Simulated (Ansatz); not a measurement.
# The Be-Co system: small convex hull

A script is to give a small convex hull; the system is the Be-Co system.

Program: Ansatz 0.2.0, driven from Python. Level of theory: DFT LDA, plane waves, PAW. These are calculated values, not measurements.

**1. The system**

BeCo Pm-3m: Symmetry: Pm-3m, No. 221, cubic system. The conventional cell has a = 2.606 Å, b = 2.606 Å, c = 2.606 Å, α = 90.00°, β = 90.00°, γ = 90.00°. Be (site symmetry m-3m) has 8 Co at 2.26 Å as nearest neighbours. Co (site symmetry m-3m) has 8 Be at 2.26 Å as nearest neighbours.

Be5Co F-43m: The structure is cubic, space group F-43m (No. 216). Conventional cell: a = 5.768 Å, b = 5.768 Å, c = 5.768 Å, α = 90.00°, β = 90.00°, γ = 90.00°. Be (site symmetry -43m) has 12 Be at 2.39 Å and 4 Co at 2.50 Å as nearest neighbours. Be (site symmetry 3m) is surrounded by 6 Be at 2.03 to 2.05 Å. Around Co (site symmetry -43m) lie 16 Be at 2.39 to 2.50 Å.

Be P6_3/mmc: The structure is hexagonal, space group P6_3/mmc (No. 194). Conventional cell: a = 2.285 Å, b = 2.285 Å, c = 3.584 Å, α = 90.00°, β = 90.00°, γ = 120.00°. Around Be (site symmetry -6m2) lie 12 Be at 2.23 to 2.29 Å.

Co P6_3/mmc: It takes space group P6_3/mmc (No. 194, hexagonal). The conventional cell has a = 2.507 Å, b = 2.507 Å, c = 4.070 Å, α = 90.00°, β = 90.00°, γ = 120.00°. Around Co (site symmetry -6m2) lie 12 Co at 2.50 to 2.51 Å.

The script reads beco_beco_pm_3m.xyz:

```xyz
2
Lattice="2.606 0.0 0.0 0.0 2.606 0.0 0.0 0.0 2.606" Properties=species:S:1:pos:R:3:initial_magmoms:R:1 pbc="T T T"
Be    0.00000000    0.00000000    0.00000000  0.00
Co    1.30300000    1.30300000    1.30300000  2.50
```

beco_be5co_f_43m.vasp, read by the script:

```text
Be5Co
1.0
   0.00000000    2.88392553    2.88392553
   2.88392553    0.00000000    2.88392553
   2.88392553    2.88392553    0.00000000
Be Co
5 1
Direct
   0.25000000    0.25000000    0.25000000
   0.62557281    0.62557281    0.12328158
   0.62557281    0.12328158    0.62557281
   0.12328158    0.62557281    0.62557281
   0.62557281    0.62557281    0.62557281
   0.00000000    0.00000000    0.00000000
```

Input file beco_be.vasp:

```text
Be
1.0
   2.28530000    0.00000000    0.00000000
  -1.14265000    1.97912786    0.00000000
   0.00000000    0.00000000    3.58420000
Be
2
Direct
   0.33333333    0.66666667    0.25000000
   0.66666667    0.33333333    0.75000000
```

beco_co.cif, read by the script:

```cif
data_Co
_cell_length_a 2.507400
_cell_length_b 2.507400
_cell_length_c 4.069900
_cell_angle_alpha 90.00000
_cell_angle_beta 90.00000
_cell_angle_gamma 120.00000
_symmetry_space_group_name_H-M 'P 1'
_symmetry_Int_Tables_number 1
loop_
_symmetry_equiv_pos_as_xyz
'x, y, z'
loop_
_atom_site_label
_atom_site_type_symbol
_atom_site_fract_x
_atom_site_fract_y
_atom_site_fract_z
Co1 Co    0.333333    0.666667    0.250000
Co2 Co    0.666667    0.333333    0.750000
```

**2. Script**

File beco.py:

```python
"""Convex hull of a few Be-Co phases, after relaxing atoms and volume at fixed cell shape."""

from collections import Counter
import warnings

import ansatz as az
from ase.io import read
from pymatgen.analysis.phase_diagram import PDEntry, PhaseDiagram
from pymatgen.core import Composition

POLARISED = {"BeCo Pm-3m", "Be5Co F-43m", "Co"}


def compute(name, crystal):
    calc = (
        crystal.calculation()
        .functional("LDA")
        .basis(420, xc_grid=3)
        .accuracy("medium")
        .scf(max_iterations=150, self_checks="high")
        .kpoints(spacing=0.26)
        .occupations("fermi_dirac", width=0.1)
    )
    if name in POLARISED:
        calc = calc.spin("collinear")
    calc = calc.relax(force_tolerance=0.01, fix_cell=["shape"])
    return calc.run(threads=1, backend="cpu")


def counts(outcome):
    return Counter(site.symbol for site in outcome.lattice.sites)

warnings.simplefilter("ignore", az.DeckWarning)

phases = {}
beco_pm_3m = az.Crystal.from_extxyz("beco_beco_pm_3m.xyz")
phases["BeCo Pm-3m"] = beco_pm_3m
atoms = read("beco_be5co_f_43m.vasp", format="vasp")
be5co_f_43m = az.Crystal.from_ase(atoms).moments(Co=2.5)
phases["Be5Co F-43m"] = be5co_f_43m
atoms = read("beco_be.vasp", format="vasp")
be = az.Crystal.from_ase(atoms)
phases["Be"] = be
atoms = read("beco_co.cif")
co = az.Crystal.from_ase(atoms).moments(Co=2.5)
phases["Co"] = co

done = {}
for name, crystal in phases.items():
    done[name] = compute(name, crystal)
    print(f"{name}: {done[name].report['energy_sigma0_ev']:.4f} eV, {len(done[name].lattice.sites)} atoms")

entries = [PDEntry(Composition(dict(counts(o))), o.report["energy_sigma0_ev"], name=name) for name, o in done.items()]
diagram = PhaseDiagram(entries)
rows = [(e.name, e.composition.get_atomic_fraction("Co"), diagram.get_form_energy_per_atom(e), diagram.get_e_above_hull(e)) for e in entries]
rows.sort(key=lambda row: row[1])
print("     phase       x(Co)  E_form (eV/atom)  above hull (eV/atom)")
for row in rows:
    print(f"{str(row[0]):>10}  {row[1]:10.3f}  {row[2]:16.4f}  {row[3]:20.4f}")
print("on the hull of these phases:", ", ".join(row[0] for row in rows if row[3] < 1e-6))
```

**3. The calls as engine input**

The engine receives this input (first run):

```yaml
crystal:
  lattice:
    - [2.606, 0.0, 0.0]
    - [0.0, 2.606, 0.0]
    - [0.0, 0.0, 2.606]
  atoms:
    - { symbol: Be, position: [0.0, 0.0, 0.0], spin: 0.0 }
    - { symbol: Co, position: [0.5, 0.5, 0.5], spin: 2.5 }
accuracy: medium
basis:
  ecutwfc: 420.0
  xc_grid: 3
kpoints:
  mp_grid:
    kspacing: 0.26
hamiltonian:
  xc: lda
magnetization:
  spin_polarized: true
scf:
  max_iter: 150
  self_checks: high
  occupations:
    method: fermi_dirac
    width: 0.1
relax:
  f_tol: 0.01
  cell:
    fix: [shape]
```

**4. Running it**

Launch:

```sh
python beco.py
```

The log of the run:

```text
RunWarning: the starting moments were not kept: the SCF closed with an absolute magnetisation of 1.8e-1 μB, where they sum to 2.5 μB in size (1 site). That is at most 0.1 of that sum. The system's moment may be that small; this SCF shows only that its start led to no larger one. This SCF took its magnetisation from the state that an earlier stage of the run handed on, and the starting moments (crystal.atoms[].spin, magnetization.per_species, magnetization.initial_magnetization, or on a non-collinear deck that types none of these the spinor_matrix: blocks that start its atoms; where the total moment is fixed, keep their sum and leave initial_magnetization as it is) reach it only through that [...]
BeCo Pm-3m: -5151.7236 eV, 2 atoms
Be5Co F-43m: -5505.2091 eV, 6 atoms
Be: -176.4652 eV, 2 atoms
Co: -10125.5294 eV, 2 atoms
     phase       x(Co)  E_form (eV/atom)  above hull (eV/atom)
        Be       0.000            0.0000                0.0000
Be5Co F-43m       0.167           -0.2136                0.0000
BeCo Pm-3m       0.500           -0.3631                0.0000
        Co       1.000            0.0000                0.0000
on the hull of these phases: Be, Be5Co F-43m, BeCo Pm-3m, Co
```

(Warnings from the package without file and line, shortened, repeats left out.)

Run time: 98 s. Hardware: 1 thread of Arm Neoverse V2, shared host; peak memory 0.57 GiB.

**5. The engine's runs**

One row for each of the 4 runs:

| run | system | space group at the end | spin polarised | energy (eV/atom) | from the elements (meV/atom) | final volume (Å³/atom) | pressure (GPa) | moment (μB/cell) | SCF cycles in all | CPU time (s) |
| --- | --- | --- | --- | --- | --- | --- | --- | --- | --- | --- |
| 1 | BeCo (2 atoms) | Pm-3m | yes | -2575.8618 | -363.1 | 8.17 | 0.00 | 0.00 | 96 | 22 |
| 2 | Be5Co (6 atoms) | F-43m | yes | -917.5348 | -213.6 | 7.63 | -0.04 | 0.00 | 55 | 38 |
| 3 | Be (2 atoms) | P6_3/mmc | not set | -88.2326 | 0.0 | 7.56 | -0.03 | 0.00 | 19 | 2.3 |
| 4 | Co (2 atoms) | P6_3/mmc | yes | -5062.7647 | 0.0 | 9.99 | 0.00 | 2.92 | 63 | 35 |

Energies are extrapolated to zero smearing width, as in the script. Totals carry meaning only in balanced differences at one level of theory.

**6. The relaxation of run 2, step by step**

Relaxation path:

| step | E - E(step 1) (eV/cell) | largest force component (eV/Å) | pressure (GPa) | volume (Å³) |
| --- | --- | --- | --- | --- |
| 1 | 0.0000 | 0.0209 | -7.08 | 47.97 |
| 2 | -0.0392 | 0.0175 | -3.53 | 46.81 |
| 3 | -0.0513 | 0.0050 | 0.23 | 45.72 |
| 4 | -0.0513 | 0.0022 | 0.00 | 45.79 |
| 5 | -0.0503 | 0.0022 | -0.04 | 45.79 |

Step 1 is the start. Step 5 repeats the geometry before it on a plane-wave basis chosen anew for that cell, so its energy need not be comparable with the rows above.

Lengths and angles in the start's conventional setting:

|  | before | after | change |
| --- | --- | --- | --- |
| a (Å) | 5.768 | 5.679 | -1.5 % |
| b (Å) | 5.768 | 5.679 | -1.5 % |
| c (Å) | 5.768 | 5.679 | -1.5 % |
| volume (Å³/atom) | 8.00 | 7.63 | -4.6 % |
| shortest distance (Å) | 2.030 | 1.998 | -1.6 % |
| space group (0.01 Å) | F-43m | F-43m | same |

Forces and stress were held to the start's 24 operations: a distortion of lower symmetry was not tested.

**7. How the relaxation of run 4 went**

The steps of the relaxation:

| step | E - E(step 1) (eV/cell) | largest force component (eV/Å) | pressure (GPa) | volume (Å³) |
| --- | --- | --- | --- | --- |
| 1 | 0.0000 | 0.0000 | -21.27 | 22.16 |
| 2 | -0.1292 | 0.0000 | -10.73 | 20.91 |
| 3 | -0.1619 | 0.0000 | 2.84 | 19.78 |
| 4 | -0.1632 | 0.0000 | -0.25 | 20.01 |
| 5 | -0.1633 | 0.0000 | 0.00 | 19.99 |
| 6 | -0.1611 | 0.0000 | -0.24 | 19.99 |
| 7 | -0.1611 | 0.0000 | 0.00 | 19.97 |
| 8 | -0.1611 | 0.0000 | 0.00 | 19.97 |

Step 1 is the start. Steps 6, 8 each repeat the geometry before them on a plane-wave basis chosen anew, so the energy can jump there without any move.

|  | before | after | change |
| --- | --- | --- | --- |
| a (Å) | 2.507 | 2.422 | -3.4 % |
| b (Å) | 2.507 | 2.422 | -3.4 % |
| c (Å) | 4.070 | 3.931 | -3.4 % |
| volume (Å³/atom) | 11.08 | 9.99 | -9.9 % |
| shortest distance (Å) | 2.497 | 2.412 | -3.4 % |
| space group (0.01 Å) | P6_3/mmc | P6_3/mmc | same |

The run keeps the 24 symmetry operations of the start, so it could not have lowered the symmetry.

**8. Summary of results**

```
                                 quantity                            value
              on the hull of these phases  Be, Be5Co F-43m, BeCo Pm-3m, Co
                            runs compared                                4
 energy of BeCo (run 1) from the elements                    -363 meV/atom
energy of Be5Co (run 2) from the elements                    -214 meV/atom
```

What this shows: Among these few phases the hull runs through Be, Be5Co F-43m, BeCo Pm-3m, Co; other phases, not tried, may lie lower. BeCo lies 363 meV/atom below its elements, the most of the cells tried. In CPU time, run 2 (Be5Co (6 atoms)) cost about 17 times as much as run 3 (Be (2 atoms)). In run 2, the volume shrank by 4.6 % over 3 moves, and the space group stayed F-43m. In run 4, over 5 moves the cell shrank by 9.9 % in volume, and the space group stayed P6_3/mmc. Caveats:
- The SCF didn't keep the moments it started from (some shrank, vanished or turned); what is printed is the state reached.
- For the metals among these cells the mesh is coarse, so their volumes and pressures are rough.
- Atoms and volume are relaxed with the cell's shape held, which in cells of lower than cubic symmetry can hide stresses and shift volumes.
- Differences under about 40 meV an atom lie within the error of mesh and functional, so such verdicts may flip; only the cells listed enter the hull. The starting moments were not kept in at least one run, so it stands on a weaker or other magnetic state than the one typed.
